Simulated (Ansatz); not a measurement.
The system is Mn2Al2Cu.

```xyz
5
Lattice="-1.3686 1.3686 8.5189 1.3686 -1.3686 8.5189 1.3686 1.3686 -8.5189" Properties=species:S:1:pos:R:3 pbc="T T T"
Cu    0.0000    0.0000   16.8810
Mn    0.0000    0.0000    6.6092
Mn    0.0000    0.0000   13.8577
Al    0.0000    0.0000    3.7066
Al    0.0000    0.0000   10.0592
```

The cell comes from a database or a generator and needn't be the stable form of this composition.

Base run:

| Item | Value |
| --- | --- |
| Program | Ansatz 0.2.0 |
| Functional | PBEsol |
| Potentials or basis | Ansatz PAW |
| Cutoff | 420 eV |
| Density cutoff | 1680 eV |
| k mesh | 13 × 13 × 13 |
| Occupations | fermi-dirac, width 0.05 eV |
| Spin | collinear spin, ferromagnetic start |
| Starting moments | [0.6, 4.0, 4.0, 0.0, 0.0] μB |

Its results: band gap on the k mesh none (metal or under the smearing width); pressure -2.6 GPa; net moment 0.79 μB per cell; site moments Cu +0.02; Mn +1.17, -0.50; Al +0.02, +0.01 μB; largest force 0.329 eV/Å.

Question: The run is repeated on the same cell with these changes: functional from PBEsol to PBE. What comes out?

Answer: Band gap on the k mesh none (metal or under the smearing width); pressure 3.8 GPa; net moment 0.97 μB per cell; site moments Cu +0.03; Mn +1.42, -0.59; Al +0.02, +0.01 μB; largest force 0.576 eV/Å.

PBE binds less tightly than PBEsol, so the same cell stands under more pressure.

Caveats: the PAW data sets come from PBE, with cores solved anew for the run's functional, which leaves a small shift of forces and pressure (some runs).

Not every run made on this cell is shown here.
